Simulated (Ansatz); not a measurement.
ZnGe3 under changes of volume

One of the cells (18.819 Å³/atom); the others are scaled copies at fixed shape and fractional positions:

```xyz
4
Lattice="4.2224 0.0000 0.0000 0.0000 4.2224 0.0000 0.0000 0.0000 4.2224" Properties=species:S:1:pos:R:3 pbc="T T T"
Ge    2.1112    2.1112    0.0000
Ge    2.1112    0.0000    2.1112
Ge    0.0000    2.1112    2.1112
Zn    0.0000    0.0000    0.0000
```

The cell comes from a database or a generator and needn't be the stable form of this composition.

* Program: Ansatz 0.2.0
* Functional: PBE
* Potentials or basis: Ansatz PAW
* Cutoff: 420 eV (not typed: the program's choice for these potentials)
* k mesh: 6 × 6 × 6
* Occupations: fermi-dirac, width 0.05 eV
* Spin: no spin polarisation

| volume (Å³/atom) | energy over the lowest point (meV/atom) | pressure (GPa) |
| --- | --- | --- |
| 17.690 | 13.47 | 4.3 |
| 18.067 | 5.33 | 2.7 |
| 18.443 | 0.99 | 1.2 |
| 18.819 | 0.00 | -0.2 |
| 19.196 | 1.99 | -1.4 |
| 19.572 | 6.60 | -2.4 |
| 19.949 | ? | ? |

Q: What does the run at 19.949 Å³/atom give?

A: Energy over the lowest point 13.51 meV/atom; pressure -3.4 GPa.

Worked out: A Birch-Murnaghan fit of order 3 (a polynomial in V^(-2/3)) to the other rows has its minimum at 18.75 Å³/atom with B0 = V·E''(V) = 64 GPa and B' = 5.0. It gives 13.56 meV/atom at 19.949 Å³/atom, against the run's 13.51, and -dE/dV = -3.4 GPa, against -3.4.

Energies are extrapolated to zero smearing.
